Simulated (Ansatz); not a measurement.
# CH₇BO₂Si: one species, many methods

An exercise on one series of results from a longer session: the logs are not shown, and one member is left open.

Program: Ansatz 0.2.0, Gaussian basis. Level of theory: functionals in def2-TZVPP, the program's frozen cores in correlated methods. These are calculated values, not measurements.

Levels to be run: PBE-D4, r2SCAN-D4, PBE0-D4, B3LYP-D4, ωB97X-V, ωB97M-V, B2PLYP; CCSD(T)/def2-TZVPP; MP2/def2-QZVPP; extrapolation to the limit.

## The geometry

An earlier PBE0-D4 in a triple-zeta def2 set relaxation fixed the geometry.

SMILES `CO[SiH2]BO`, 12 atoms, charge 0, spin multiplicity 1.

Atoms are counted from 1 here; the program's logs count them from 0.

Bond lengths: C1–O2 1.408 Å, C1–H6 1.092 Å, C1–H7 1.096 Å, C1–H8 1.096 Å, O2–Si3 1.663 Å, Si3–B4 2.026 Å, Si3–H9 1.495 Å, Si3–H10 1.495 Å, B4–O5 1.348 Å, B4–H11 1.199 Å, O5–H12 0.967 Å. Angles: O2–C1–H6 108.6°, O2–C1–H7 111.3°, O2–C1–H8 111.3°, H6–C1–H7 108.5°, H6–C1–H8 108.5°, H7–C1–H8 108.6°, C1–O2–Si3 123.8°, O2–Si3–B4 99.8°, O2–Si3–H9 109.9°, O2–Si3–H10 109.9°, B4–Si3–H9 115.4°, B4–Si3–H10 115.4°, H9–Si3–H10 106.2°, Si3–B4–O5 115.1°, Si3–B4–H11 127.9°, O5–B4–H11 117.0°, B4–O5–H12 111.6°.

The first run:

The input, in.yaml:

```yaml
crystal:
  periodic: [false, false, false]
  atoms:
    - {symbol: C, position_ang: [-1.262486, 0.234880, 1.551768]}
    - {symbol: O, position_ang: [-0.620456, 0.190851, 0.299073]}
    - {symbol: Si, position_ang: [0.926287, -0.375452, 0.071228]}
    - {symbol: B, position_ang: [1.099337, -0.111839, -1.930391]}
    - {symbol: O, position_ang: [0.014416, 0.412152, -2.534644]}
    - {symbol: H, position_ang: [-2.261135, 0.654253, 1.416682]}
    - {symbol: H, position_ang: [-0.712223, 0.866417, 2.258470]}
    - {symbol: H, position_ang: [-1.361122, -0.767741, 1.983095]}
    - {symbol: H, position_ang: [1.884758, 0.410982, 0.906538]}
    - {symbol: H, position_ang: [1.025647, -1.790759, 0.542301]}
    - {symbol: H, position_ang: [2.040884, -0.364466, -2.627661]}
    - {symbol: H, position_ang: [-0.696908, 0.585524, -1.902359]}
basis:
  gaussian: {orbitals: def2-TZVPP}
hamiltonian: {xc: pbe, dispersion: d4}
output: {forces: true, orbitals: {seedname: orbitals}}
```

Run with:

```console
$ ansatz run in.yaml --threads 4 --pin off --events-out ev --progress --plain --max-ram 10444MiB
```

Among the steps run: PBE-D4 (GGA); r2SCAN-D4 (meta-GGA); PBE0-D4 (hybrid); B3LYP-D4 (hybrid); ωB97X-V (range-separated); ωB97M-V (range-separated); B2PLYP (double hybrid); CCSD(T) in def2-TZVPP; MP2 in def2-QZVPP.

One of the session's tables, all rows but one given; the rest of the session is left out.

It belongs to the step «Atomisation energies». 

| method | atomisation energy (kcal/mol) |
| --- | --- |
| PBE-D4 | 1075.1 |
| r2SCAN-D4 | 1064.4 |
| PBE0-D4 | 1056.9 |
| B3LYP-D4 | 1061.9 |
| ωB97X-V | 1064.9 |
| ωB97M-V | 1064.9 |
| B2PLYP | 1051.5 |
| HF/def2-TZVPP | 784.3 |
| MP2/def2-TZVPP | 1051.5 |
| CCSD/def2-TZVPP | ? |
| CCSD(T)/def2-TZVPP | 1035.1 |
| MP2/CBS | 1078.4 |
| CCSD(T)/CBS | 1061.9 |

Estimate the missing values for CCSD/def2-TZVPP.

The run gave: atomisation energy (kcal/mol): 1021.3. In the column «atomisation energy (kcal/mol)» it lies between HF/def2-TZVPP (784.3) and CCSD(T)/def2-TZVPP (1035.1).

Limits of these values: Free atoms (1 C, 2 O, 1 Si, 1 B, 7 H) were run apart at each level; the atomisation energy is their sum less the molecule, without zero-point or spin-orbit terms.
